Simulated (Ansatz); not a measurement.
# Sc3TaO3: further runs on a relaxed guess

This session takes a relaxed cell of Sc3TaO3 and sets out to see whether it has a gap, which orbitals make up the states near it and how charge is shared.

Computed with Ansatz 0.2.0 (DFT PBE, scalar-relativistic, plane waves, PAW, unless a step's input says otherwise).

1 further run of the same task is left out (set aside as unsound or not needed).

### 1 The starting structure

The structure is cubic, space group Pm-3m (No. 221). The conventional cell has a = 4.466 Å, b = 4.466 Å, c = 4.466 Å, α = 90.00°, β = 90.00°, γ = 90.00°. Sc (site symmetry 4/mmm) is surrounded by 4 O at 2.23 Å. Ta (site symmetry m-3m) is surrounded by 6 O at 2.23 Å. O (site symmetry 4/mmm) has 4 Sc at 2.23 Å and 2 Ta at 2.23 Å as nearest neighbours.

Coordinates:

```cif
data_structure
_symmetry_space_group_name_H-M 'Pm-3m'
_symmetry_Int_Tables_number 221
_cell_length_a 4.4655
_cell_length_b 4.4655
_cell_length_c 4.4655
_cell_angle_alpha 90.000
_cell_angle_beta 90.000
_cell_angle_gamma 90.000
_cell_volume 89.05
loop_
_atom_site_label
_atom_site_type_symbol
_atom_site_symmetry_multiplicity
_atom_site_Wyckoff_symbol
_atom_site_fract_x
_atom_site_fract_y
_atom_site_fract_z
_atom_site_occupancy
Sc1 Sc 3 d 0.00000 0.50000 0.00000 1
Ta1 Ta 1 b 0.50000 0.50000 0.50000 1
O1 O 3 c 0.50000 0.00000 0.50000 1
```

It is the end of an earlier relaxation with the same method, from a database cell with other species swapped in; it is a trial structure. At a tolerance of 0.05 Å it has space group Pm-3m (No. 221); it has 12.72 Å³/atom, an uncorrected energy of -1.93 eV/atom over the elements.

### 2 Bands, states and charges

File input.yaml:

```yaml
crystal:
  lattice:
    - [4.4655303322, 0.0, 0.0]
    - [0.0, 4.4655303322, 0.0]
    - [0.0, 0.0, 4.4655303322]
  atoms:
    - { symbol: Sc, position: [0.0, 0.5, 0.0] }
    - { symbol: Sc, position: [0.0, 0.0, 0.5] }
    - { symbol: Sc, position: [0.5, 0.0, 0.0] }
    - { symbol: Ta, position: [0.5, 0.5, 0.5] }
    - { symbol: O, position: [0.5, 0.0, 0.5] }
    - { symbol: O, position: [0.5, 0.5, 0.0] }
    - { symbol: O, position: [0.0, 0.5, 0.5] }
basis:
  ecutwfc: 420
kpoints:
  mp_grid: { grid: [8, 8, 8] }
  band_path:
    path:
      - [[0.0, 0.0, 0.0], [0.0, 0.5, 0.0], [0.5, 0.5, 0.0], [0.0, 0.0, 0.0], [0.5, 0.5, 0.5], [0.0, 0.5, 0.0]]
      - [[0.5, 0.5, 0.5], [0.5, 0.5, 0.0]]
    npoints: 14
hamiltonian:
  xc: pbe
scf:
  occupations: { method: gaussian, width: 0.1 }
  n_extra_bands: 17
output:
  forces: true
  stress: true
  eigenvalues: true
  populations: true
  dos: { projected: true, de: 0.02, nscf_kmesh: { grid: [10, 10, 10] } }
  bader: true
  write_density: true
  write_potential: true
  elf: true
  volumetric_format: npy
```

Started as:

```bash
$ ansatz run input.yaml --threads 1 --pin off --max-ram 2048MiB --backend cpu --events-out ev --progress --plain --runs-dir out
```

The log of the run, cut to the lines that bear on the results:

```text
Warning: RAYON_NUM_THREADS=1 ignored (pool sized by the plan → 1); use --threads N
scf.n_extra_bands = 17 over 32 filled bands (N_el = 64.0): the run solves 49 bands
[...]
Pseudopotentials: kind: paw
Pseudopotential: Sc, paw, valence charge 11, recommended cutoff 420 eV (normal), Sc.paw.azcp
Pseudopotential: Ta, paw, valence charge 13, recommended cutoff 420 eV (normal), Ta.paw.azcp
Pseudopotential: O, paw, valence charge 6, recommended cutoff 420 eV (normal), O.paw.azcp
Functional definition: PBE
[...]
Crystal: 7 atoms, lattice volume = 89.047 Å³
Basis set: ecut = 420 eV, 1743 PW (Γ), exchange–correlation on 60×60×60 points (8 copies of the dense FFT grid, shifted against one another)
Bands: 49, of which v1, the nominal top of the filled ones, is band 32 counted from 1 (31 counted from 0)
Symmetry: 48 space group operations
Space group: Pm-3m (ITA 221), of the structure as read, at distance tolerance 4.5e-5 Å
k-points: 35 of 512
[...]
SCF iter   1: F=—  HF=-18048.240983 eV  |F-HF|=—  |Δ(HF+E_count)|=         —  Δρ=2.01e-2  dr2=8.87e-1  ethr=1.77e-3  ⟨swp⟩=5.0  Hψ=6422  notcnv=0  defer=12
[...]
SCF iter   7: F=-18048.133425 eV  HF=-18048.133425 eV  |F-HF|=2.81e-8  |Δ(HF+E_count)|=   2.36e-8  Δρ=9.49e-6  dr2=5.72e-8  ethr=1.56e-10  ⟨swp⟩=11.0  Hψ=10810  notcnv=0
[...]
NSCF: frozen V_eff on 86 k-points
NSCF: frozen V_eff on 56 k-points
SCF converged after 7 iterations
Free energy (F): -18048.133425 eV
[...]
E sigma→0 (E₀):  -18048.113915 eV
Entropy (-TS):   -0.039021 eV (-5.574 meV/atom)
Fermi energy:    15.302978 eV
[...]
--- Forces (eV/Å), atoms counted from 1 ---
  atom   1  Sc     0.00000000    -0.00000000    -0.00000000
  atom   2  Sc     0.00000000     0.00000000     0.00000000
  atom   3  Sc    -0.00000000    -0.00000000     0.00000000
  atom   4  Ta     0.00000000    -0.00000000     0.00000000
  atom   5  O     -0.00000000    -0.00000000     0.00000000
  atom   6  O      0.00000000     0.00000000    -0.00000000
  atom   7  O      0.00000000     0.00000000     0.00000000
[...]
--- Stress (GPa, compression-positive) ---
        0.010935       0.000000       0.000000
       -0.000000       0.010935       0.000000
        0.000000       0.000000       0.010935
  P = ⅓ Tr σ = 0.0109 GPa (0.109 kbar)
--- Band table (eV; the first three rows and the last of 35) ---
[...]
--- Löwdin populations: 7 sites ---
  site symbol       q [e]
     0     Sc     10.4734
     1     Sc     10.4734
     2     Sc     10.4734
     3     Ta     12.2599
     4      O      6.6455
     5      O      6.6455
     6      O      6.6455
  spilling = 0.005988 (of n_electrons = 64.000000)
--- Bader charges: 7 sites ---
  site symbol  charge [e]  shift [e]
     0     Sc      1.0407     0.0003
     1     Sc      1.0407     0.0003
     2     Sc      1.0407     0.0003
     3     Ta      1.4777     0.0021
     4      O     -1.5332     0.0010
     5      O     -1.5332     0.0010
     6      O     -1.5332     0.0010
  estimated error of the sums over rays = 5.5e-4 e
```

It took 71 s on 1 thread of Arm Neoverse V1, shared host; peak memory 0.48 GiB.

Per atom:

```tsv
atom	Löwdin electrons	Bader charge (e)	Bader volume (Å³)
Sc1	10.47	+1.04	13.6
Sc2	10.47	+1.04	13.6
Sc3	10.47	+1.04	13.6
Ta4	12.26	+1.48	14.7
O5	6.65	-1.53	11.2
O6	6.65	-1.53	11.2
O7	6.65	-1.53	11.2
```

The Löwdin counts miss 0.38 of the 64 electrons, which the atomic orbitals do not span, so they are no charges.

bands.tsv at the labelled points (eV, zero at the Fermi level; the bands nearest the Fermi level):

```
point  band 29  band 30  band 31  band 32  band 33  band 34  band 35  band 36
    Γ    -3.44    -2.83    -2.83    -2.83     0.53     0.53     0.53     0.94
    X    -2.29    -2.15    -0.47    -0.34    -0.34     0.67     1.17     1.17
    M    -1.10    -0.39     0.24     0.24     0.29     0.29     1.19     1.51
    Γ    -3.44    -2.83    -2.83    -2.83     0.53     0.53     0.53     0.94
    R    -0.21    -0.21    -0.21    -0.07     1.58     1.58     1.58     1.99
    X    -2.29    -2.15    -0.47    -0.34    -0.34     0.67     1.17     1.17
    R    -0.21    -0.21    -0.21    -0.07     1.58     1.58     1.58     1.99
    M    -1.10    -0.39     0.24     0.24     0.29     0.29     1.19     1.51
```

States per cell in windows of 1 eV, from dos.tsv and pdos.tsv (zero at the Fermi level):

```
from  to  total  Sc 3d  Ta 5d  O 2p
  -8  -7   6.68   0.44   0.75  5.00
  -7  -6   8.05   0.82   0.37  6.61
  -6  -5   0.90   0.03   0.02  0.82
  -5  -4   0.00   0.00   0.00  0.00
  -4  -3   0.06   0.03   0.00  0.00
  -3  -2   1.27   0.60   0.32  0.05
  -2  -1   2.58   1.18   0.75  0.18
  -1   0   4.12   2.26   1.19  0.38
   0   1   3.76   2.22   0.86  0.24
   1   2   6.62   3.79   1.66  0.42
   2   3   6.74   4.57   1.23  0.41
```

The solved bands begin to run out at 3.9 eV, so nothing above is shown.

Below -8 eV lie 40 or so more states.

Density in a lattice plane of the grid's cell (edges 4.47 and 4.47 Å, at 0.500 of the third edge), which holds Sc and Ta and O.

Values in e/Å³, 12 rows by 12 columns:
```
5.99 4.05 0.95 0.28 0.72 2.63 4.33 2.63 0.72 0.28 0.95 4.05
1.56 0.95 0.29 0.18 0.33 0.74 1.05 0.74 0.33 0.18 0.29 0.95
0.37 0.28 0.18 0.16 0.24 0.37 0.45 0.37 0.24 0.16 0.18 0.28
1.07 0.72 0.33 0.24 0.52 1.43 1.95 1.43 0.52 0.24 0.33 0.72
4.71 2.63 0.74 0.37 1.43 3.79 4.27 3.79 1.43 0.37 0.74 2.63
7.31 4.33 1.05 0.45 1.95 4.27 3.63 4.27 1.95 0.45 1.05 4.33
4.71 2.63 0.74 0.37 1.43 3.79 4.27 3.79 1.43 0.37 0.74 2.63
1.07 0.72 0.33 0.24 0.52 1.43 1.95 1.43 0.52 0.24 0.33 0.72
0.37 0.28 0.18 0.16 0.24 0.37 0.45 0.37 0.24 0.16 0.18 0.28
1.56 0.95 0.29 0.18 0.33 0.74 1.05 0.74 0.33 0.18 0.29 0.95
5.99 4.05 0.95 0.28 0.72 2.63 4.33 2.63 0.72 0.28 0.95 4.05
7.42 5.99 1.56 0.37 1.07 4.71 7.31 4.71 1.07 0.37 1.56 5.99
```
Columns run along the first of these edges and rows up along the second, over one cell in 12 and 12 even steps from the bottom left corner. Atoms in the plane (fractional): Sc at (0.00, 0.00), Ta at (0.50, 0.50), O at (0.50, 0.00), O at (0.00, 0.50).

ELF in the same plane.

Values, 12 rows by 12 columns:
```
0.54 0.72 0.44 0.12 0.66 0.79 0.70 0.79 0.66 0.12 0.44 0.72
0.55 0.44 0.12 0.10 0.37 0.63 0.72 0.63 0.37 0.10 0.12 0.44
0.13 0.12 0.10 0.12 0.14 0.13 0.13 0.13 0.14 0.12 0.10 0.12
0.74 0.66 0.37 0.14 0.26 0.48 0.50 0.48 0.26 0.14 0.37 0.66
0.70 0.79 0.63 0.13 0.48 0.69 0.50 0.69 0.48 0.13 0.63 0.79
0.32 0.70 0.72 0.13 0.50 0.50 0.09 0.50 0.50 0.13 0.72 0.70
0.70 0.79 0.63 0.13 0.48 0.69 0.50 0.69 0.48 0.13 0.63 0.79
0.74 0.66 0.37 0.14 0.26 0.48 0.50 0.48 0.26 0.14 0.37 0.66
0.13 0.12 0.10 0.12 0.14 0.13 0.13 0.13 0.14 0.12 0.10 0.12
0.55 0.44 0.12 0.10 0.37 0.63 0.72 0.63 0.37 0.10 0.12 0.44
0.54 0.72 0.44 0.12 0.66 0.79 0.70 0.79 0.66 0.12 0.44 0.72
0.01 0.54 0.55 0.13 0.74 0.70 0.32 0.70 0.74 0.13 0.55 0.54
```
Columns run along the first of these edges and rows up along the second, over one cell in 12 and 12 even steps from the bottom left corner. Atoms in the plane (fractional): Sc at (0.00, 0.00), Ta at (0.50, 0.50), O at (0.50, 0.00), O at (0.00, 0.50).

Both are smooth fields of the valence electrons: close to the nuclei they are not physical.

The highest ELF values outside the cores: 0.82 in the shell around O, 0.7 Å from O; 0.76 between the atoms, 2.0 Å from Sc.

### 3 Variant: ecutrho_ratio 8, hubbard.sites [{species: Sc, l: d, u_eff: 3.0}], hubbard.double_counting fll, occupations.method fermi_dirac, occupations.width 0.001

File input.yaml:

```yaml
crystal:
  lattice:
    - [4.4655303322, 0.0, 0.0]
    - [0.0, 4.4655303322, 0.0]
    - [0.0, 0.0, 4.4655303322]
  atoms:
    - { symbol: Sc, position: [0.0, 0.5, 0.0] }
    - { symbol: Sc, position: [0.0, 0.0, 0.5] }
    - { symbol: Sc, position: [0.5, 0.0, 0.0] }
    - { symbol: Ta, position: [0.5, 0.5, 0.5] }
    - { symbol: O, position: [0.5, 0.0, 0.5] }
    - { symbol: O, position: [0.5, 0.5, 0.0] }
    - { symbol: O, position: [0.0, 0.5, 0.5] }
basis:
  ecutwfc: 420
  ecutrho_ratio: 8
kpoints:
  mp_grid: { grid: [8, 8, 8] }
hamiltonian:
  xc: pbe
  hubbard: { sites: [{ species: Sc, l: d, u_eff: 3.0 }], double_counting: fll }
scf:
  occupations: { method: fermi_dirac, width: 0.001 }
output:
  forces: true
  eigenvalues: true
  stress: true
```

Started as:

```bash
$ ansatz run input.yaml --threads 1 --pin off --max-ram 2048MiB --backend cpu --events-out ev --progress --plain --runs-dir out
```

The log of the run, cut to the lines that bear on the results:

```text
Warning: RAYON_NUM_THREADS=1 ignored (pool sized by the plan → 1); use --threads N
Sc: projections on atomic orbitals take those of the free atom [Ne] 3s2 3p6 3d1 4s2, of charge +0.00 (hamiltonian.pseudopotentials.projection_atoms); the dataset's partial waves leave at most 3.7e-7 of an orbital's norm unspanned inside its sphere
Ta: projections on atomic orbitals take those of the free atom [Kr 4d10 4f14] 5s2 5p6 5d3 6s2, of charge +0.00 (hamiltonian.pseudopotentials.projection_atoms); the dataset's partial waves leave at most 6.0e-5 of an orbital's norm unspanned inside its sphere
O: projections on atomic orbitals take those of the free atom [He] 2s2 2p4, of charge +0.00 (hamiltonian.pseudopotentials.projection_atoms); the dataset's partial waves leave at most 1.9e-8 of an orbital's norm unspanned inside its sphere
[...]
[... 1 set-up line as earlier in the session ...]
[...]
SCF converged after 10 iterations
Free energy (F): -18041.165148 eV
[...]
E sigma→0 (E₀):  -18041.165127 eV
Entropy (-TS):   -0.000041 eV (-0.006 meV/atom)
Fermi energy:    15.762326 eV
[...]
--- Forces (eV/Å), atoms counted from 1 ---
  atom   1  Sc     0.00000000     0.00000000     0.00000000
  atom   2  Sc     0.00000000    -0.00000000     0.00000000
  atom   3  Sc    -0.00000000    -0.00000000    -0.00000000
  atom   4  Ta     0.00000000     0.00000000     0.00000000
  atom   5  O      0.00000000    -0.00000000    -0.00000000
  atom   6  O     -0.00000000     0.00000000     0.00000000
  atom   7  O      0.00000000    -0.00000000    -0.00000000
[...]
--- Stress (GPa, compression-positive) ---
        4.596137      -0.000000       0.000000
        0.000000       4.596137       0.000000
        0.000000       0.000000       4.596137
  P = ⅓ Tr σ = 4.5961 GPa (45.961 kbar)
--- Band table (eV; the first three rows and the last of 35) ---
[...]
Occupation matrices written to <dir>
```

Wall time 14 s (1 thread of Arm Neoverse V1, shared host); peak memory 0.58 GiB.

```tsv
run	ending	energy change	pressure (GPa)	gap (eV)	force (eV/Å)	cycles	time
step 2	converged	0	0.0	0.00	0.00	7	71 s
variant	converged	+992.7 meV/atom (σ→0) (U changed: no physical gain or loss)	4.6	0.00	0.00	10	14 s
```

Changing the numerical grids, Hubbard U and smearing moves the energy by +992.7 meV/atom (σ→0 values), and the pressure goes from 0.0 to 4.6 GPa. The U term adds an energy of its own, so the shift says nothing about which run is better.

### 4 Outcome

```
                 quantity                          value
                      gap                   none (metal)
states at the Fermi level           8.71 per eV per cell
            Bader charges  Sc +1.04, Ta +1.48, O -1.53 e
```

In words: There is no gap at this level. Of the projected weight within 0.25 eV of the Fermi level, the largest part is Sc 3d (63 %) and Ta 5d (24 %). Bader charges reach 1.5 e, so charge transfer in this metal is strong. Spin-orbit coupling is left out, which matters for the bands of Ta.
